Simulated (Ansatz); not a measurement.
# Re (diamond type): a single-point run

The task is a single-point run on Re (diamond type). The structure is shown as the input types it.

Computed with Ansatz 0.2.0 (DFT, PBEsol, norm-conserving pseudopotentials, Ansatz's default files, scalar-relativistic, unless a step's input says otherwise).

## 1. The system as given

Symmetry: Fd-3m, No. 227, cubic system. The conventional cell has a = 10.392 Å, b = 10.392 Å, c = 10.392 Å, α = 90.00°, β = 90.00°, γ = 90.00°. Re (site symmetry -43m) is surrounded by 4 Re at 4.50 Å.

Coordinates:

```
Re
1.0
     0.00000    5.19590    5.19590
     5.19590    0.00000    5.19590
     5.19590    5.19590    0.00000
Re
2
Cartesian
  -1.2990 -1.2990 -1.2990
  1.2990 1.2990 1.2990
```

## 2. Running it

input.yaml

```yaml
crystal:
  lattice:
    - [0.0, 5.19590482, 5.19590482]
    - [5.19590482, 0.0, 5.19590482]
    - [5.19590482, 5.19590482, 0.0]
  atoms:
    - { symbol: Re, position: [-0.125, -0.125, -0.125] }
    - { symbol: Re, position: [0.125, 0.125, 0.125] }
kpoints:
  mp_grid: { grid: [12, 12, 12] }
scf:
  occupations: { method: fermi_dirac, width: 0.05 }
  max_iter: 80
hamiltonian:
  xc: pbesol
  pseudopotentials: { kind: nc }
output:
  forces: true
  stress: true
  eigenvalues: true
```

On the command line:

```
$ ansatz run input.yaml --threads 1 --pin off --max-ram 2048MiB --backend cpu --events-out ev --progress --plain --runs-dir out
```

**Question.** How will this run end, and is anything wrong with its input?

The run was stopped at its time limit. It gives no final result.

All or some distances are much too long for bonding. The shortest distance in the input is 4.50 Å, between atoms 1 (Re) and 2 (Re).

Remedy: start from sensible bond lengths.
